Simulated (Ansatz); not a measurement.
# Ga4P: the cost of one run

Computed with Ansatz 0.2.0 (DFT PBE, scalar-relativistic, plane waves, PAW, unless a step's input says otherwise).

## Step 1: Starting point

Symmetry: P4/nbm, No. 125, tetragonal system. The conventional cell has a = 5.904 Å, b = 5.904 Å, c = 5.336 Å, α = 90.00°, β = 90.00°, γ = 90.00°. Ga (site symmetry m) has 2 P at 2.56 Å and 7 Ga at 2.90 to 3.09 Å in its first shell of neighbours. P (site symmetry 422) has 8 Ga at 2.56 Å in its first shell of neighbours.

Structure file:

```cif
data_structure
_symmetry_space_group_name_H-M 'P4/nbm:1'
_symmetry_Int_Tables_number 125
_cell_length_a 5.9037
_cell_length_b 5.9037
_cell_length_c 5.3362
_cell_angle_alpha 90.000
_cell_angle_beta 90.000
_cell_angle_gamma 90.000
_cell_volume 185.99
loop_
_atom_site_label
_atom_site_type_symbol
_atom_site_symmetry_multiplicity
_atom_site_Wyckoff_symbol
_atom_site_fract_x
_atom_site_fract_y
_atom_site_fract_z
_atom_site_occupancy
Ga1 Ga 8 m 0.67385 0.82615 0.25178 1
P1 P 2 a 0.50000 0.50000 0.00000 1
```

The cell is invented: species swapped into a database cell of PtPb4 (P4/nbm, No. 125), with P on the Pt sites and Ga on the Pb sites. The dimensions are guesses.

## Step 2: A first look at the guess

Input file input.yaml:

```yaml
crystal:
  lattice:
    - [5.90371487, 0.0, 0.0]
    - [0.0, 5.90371487, 0.0]
    - [0.0, 0.0, 5.33616261]
  atoms:
    - { symbol: Ga, position: [0.67385006, 0.82614994, 0.25177774] }
    - { symbol: Ga, position: [0.82614994, 0.32614994, 0.25177774] }
    - { symbol: Ga, position: [0.17385006, 0.32614994, 0.74822226] }
    - { symbol: Ga, position: [0.82614994, 0.67385006, 0.74822226] }
    - { symbol: Ga, position: [0.67385006, 0.17385006, 0.74822226] }
    - { symbol: Ga, position: [0.32614994, 0.82614994, 0.74822226] }
    - { symbol: Ga, position: [0.32614994, 0.17385006, 0.25177774] }
    - { symbol: Ga, position: [0.17385006, 0.67385006, 0.25177774] }
    - { symbol: P, position: [0.5, 0.5, 0.0] }
    - { symbol: P, position: [0.0, 0.0, 0.0] }
basis:
  ecutwfc: 420
kpoints:
  mp_grid: { grid: [4, 4, 4] }
hamiltonian:
  xc: pbe
scf:
  occupations: { method: gaussian, width: 0.1 }
  lower_state_search: "off"
output:
  forces: true
  stress: true
  eigenvalues: true
```

The run is started by

```bash
> ansatz run input.yaml --threads 1 --pin off --max-ram 2560MiB --backend cpu --events-out ev --progress --plain --runs-dir out
```

**Question.** How long does this run take on 1 thread of AMD EPYC (Zen 3), shared host, and how much memory does it need?

About 27 s, with a peak of 0.53 GiB.
